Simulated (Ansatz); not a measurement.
# BN: the cost of one run

Method: DFT r2SCAN, scalar-relativistic, plane waves, PAW, in Ansatz 0.2.0.

The COD entry's cell or inner coordinates are ideal or old and differ from later refinements, so a difference from it is no clean test against experiment.

## Step 1: The structure to begin with

It takes space group P6_3mc (No. 186, hexagonal). The conventional cell has a = 2.536 Å, b = 2.536 Å, c = 4.199 Å, α = 90.00°, β = 90.00°, γ = 120.00°. B (site symmetry 3m) has 4 N at 1.56 to 1.57 Å as nearest neighbours. N (site symmetry 3m) is surrounded by 4 B at 1.56 to 1.57 Å.

As a file:

```
B N
1.0
     2.53600    0.00000    0.00000
    -1.26800    2.19624    0.00000
     0.00000    0.00000    4.19900
B N
2 2
Direct
  0.66667 0.33333 0.00000
  0.33333 0.66667 0.50000
  0.66667 0.33333 0.37500
  0.33333 0.66667 0.87500
```

The structure rests on an entry of the Crystallography Open Database; cell or positions may have been set otherwise for this series.

## Step 2: Relaxing cell and atoms: BN, no spin

input.yaml

```yaml
crystal:
  lattice:
    - [2.536, 0.0, 0.0]
    - [-1.268, 2.196240424, 0.0]
    - [0.0, 0.0, 4.199]
  atoms:
    - { symbol: B, position: [0.6666666667, 0.3333333333, 0.0] }
    - { symbol: B, position: [0.3333333333, 0.6666666667, 0.5] }
    - { symbol: "N", position: [0.6666666667, 0.3333333333, 0.375] }
    - { symbol: "N", position: [0.3333333333, 0.6666666667, 0.875] }
scf:
  occupations: { method: fixed }
output:
  forces: true
  stress: true
hamiltonian:
  xc: r2scan
kpoints:
  mp_grid: { grid: [8, 8, 5] }
relax:
  f_tol: 0.002
  cell: { stress_tol: 0.02 }
```

On the command line:

```sh
$ ansatz run input.yaml --threads 2 --pin off --max-ram 8192MiB --backend cpu --events-out ev --progress --plain --runs-dir out
```

Q: Estimate wall time and peak memory on 2 threads of Intel Xeon at 2.30GHz, shared host.

About 5.8 s, with a peak of 0.4 GiB.
